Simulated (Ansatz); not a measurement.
# GeHO (quartet): wave-function methods side by side, cc-pVDZ

Aim: climb from Hartree-Fock through coupled cluster and multireference methods for GeHO (quartet) at one geometry and basis, and see what each rung misses.

The runs use Ansatz 0.2.0, Gaussian basis; cc-pVDZ, core rule «outside noble gas», up to 15 orbitals frozen.

To be run: UHF; CCSD(T) on ROHF; CCSD(T) on UHF; BCCD(T) on ROHF; CISD; CCSDT(Q) on ROHF; CCSDT(Q) on UHF; CCSDTQ on ROHF; CCSDTQ on UHF; CASSCF and MRCISD+Q, 11 electrons in 9 orbitals; CASSCF and NEVPT2, 11 electrons in 9 orbitals.

9 further runs of the same task are left out: 5 for a known fault of the program, 4 set aside as unsound or not needed.

### Step 1. The system

The geometry is a PBE0/def2-TZVP stationary point (not a proven minimum) of the parent state, kept for this charge and spin. No spin-orbit coupling is included. The filled d shell of Ge may be among the frozen orbitals whatever the setting's name suggests; the logs give the count.

3 atoms, charge 0, spin multiplicity 4.

Atoms are counted from 1 here; the program's logs count them from 0.

Bond lengths: Ge1–O2 1.786 Å, O2–H3 0.962 Å. Angles: Ge1–O2–H3 114.8°.

### Step 2. UHF

Input file in.yaml:

```yaml
crystal:
  periodic: [false, false, false]
  atoms:
    - {symbol: Ge, position_ang: [0.000000, 0.013397, 0.343250]}
    - {symbol: O, position_ang: [0.000000, -0.107250, -1.438746]}
    - {symbol: H, position_ang: [0.000000, 0.736912, -1.899543]}
basis:
  gaussian: {orbitals: cc-pVDZ}
magnetization: {spin_polarized: true, initial_magnetization: 3}
hamiltonian: {xc: hf}
output: {orbitals: {seedname: orbitals}}
```

Run with:

```bash
ansatz run in.yaml --threads 1 --pin off --events-out ev --progress --plain --max-ram 2816MiB --backend cpu
```

After this run come: CCSD(T) on ROHF; CCSD(T) on UHF; BCCD(T) on ROHF; CISD; CCSDT(Q) on ROHF; CCSDT(Q) on UHF; CCSDTQ on ROHF; CCSDTQ on UHF; CASSCF and MRCISD+Q, 11 electrons in 9 orbitals; CASSCF and NEVPT2, 11 electrons in 9 orbitals.

Before running them: what should the planned runs give, taken together? Wanted: UCCSDTQ below the RHF energy; RMP2 from UCCSDTQ; UMP2 from UCCSDTQ; RCCSD from UCCSDTQ; RCCSD(T) from UCCSDTQ; UCCSD(T) from UCCSDTQ; RCCSDT(Q) from UCCSDTQ; UCCSDT(Q) from UCCSDTQ; NEVPT2 valence from UCCSDTQ.

**Answer**, as computed:

```
                         quantity                                                    value
     UCCSDTQ below the RHF energy                                               -6.8560 eV
                RMP2 from UCCSDTQ                                               +575.3 meV
                UMP2 from UCCSDTQ                                               +558.1 meV
               RCCSD from UCCSDTQ                                               +227.1 meV
            RCCSD(T) from UCCSDTQ                                                +56.6 meV
            UCCSD(T) from UCCSDTQ                                                +35.8 meV
           RCCSDT(Q) from UCCSDTQ                                                +20.1 meV
           UCCSDT(Q) from UCCSDTQ                                                 -3.3 meV
      NEVPT2 valence from UCCSDTQ                                               +917.6 meV
    MRCISD+Q valence from UCCSDTQ                                                +76.7 meV
levels within 1 kcal/mol (43 meV)  UCCSD(T), RCCSDT, UCCSDT, RCCSDT(Q), UCCSDT(Q), RCCSDTQ
                    T1 diagnostic                                                    0.034
   effectively unpaired electrons                                                     3.01
```

**Reading.** RCCSD(T) misses by +56.6 meV, 0.8 % of the correlation energy. CCSD(T) misses by +56.6 meV on the restricted determinant and by +35.8 meV on the unrestricted one; the two need not hold the same state or core. One determinant dominates. Of the multireference levels listed MRCISD+Q valence comes nearest in total energy (+76.7 meV), which doesn't show that its space is the better one. These misses are within one basis, not against nature; the frozen cores of restricted and unrestricted runs differ, which can shift their rows.
